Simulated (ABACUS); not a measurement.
# Ta3AsAu2O13 in ABACUS: the effect of functional

Ta3AsAu2O13:

```
Ta As Au O
1.0
     5.45204    0.00000    0.00000
    -2.72602    4.72161    0.00000
     0.00000    0.00000    9.57902
Ta As Au O
3 1 2 13
Direct
  0.00000 0.00000 0.19408
  0.00000 0.00000 0.80592
  0.66667 0.33333 0.00000
  0.00000 0.00000 0.50000
  0.33333 0.66667 0.27428
  0.33333 0.66667 0.72572
  0.00000 0.00000 0.00000
  0.23947 0.97129 0.36402
  0.02871 0.26818 0.36402
  0.73182 0.76053 0.36402
  0.23947 0.97129 0.63598
  0.02871 0.26818 0.63598
  0.73182 0.76053 0.63598
  0.38452 0.33425 0.85844
  0.66575 0.05026 0.85844
  0.94974 0.61548 0.85844
  0.38452 0.33425 0.14156
  0.66575 0.05026 0.14156
  0.94974 0.61548 0.14156
```

The cell was built by a generator and needn't be a form met in nature.

Alike in all runs:

| Quantity | Value |
| --- | --- |
| Program | ABACUS 3.10.1 |
| Task | single point |
| Potentials or basis | PseudoDojo NC SR 0.4.1 PBE standard |
| Cutoff | 1361 eV |
| Density cutoff | 5442 eV |
| Basis | DZP LCAO (the cutoffs set its grid) |
| k mesh | 6 × 6 × 3 |
| Occupations | fermi-dirac, width 0.05 eV |
| Spin | no spin polarisation |

Task: One run gave: pressure -7.4 GPa; largest force 0.49 eV/Å. Which functional did it use?
A. PBEsol
B. RPBE
C. SOGGA
D. LDA

Result: D.

```csv
functional,pressure (GPa),largest force (eV/Å)
LDA,-7.4,0.49
PBEsol,-3.8,0.44
RPBE,5.2,0.50
SOGGA,-4.8,0.43
```

Caveats: the atomic orbitals were generated for these runs and aren't a published set; the potentials were made for another functional, which shifts forces and pressure; the basis of atomic orbitals isn't converged, which shifts pressures, moduli and gaps.

Runs at the PBE level aren't shown here.
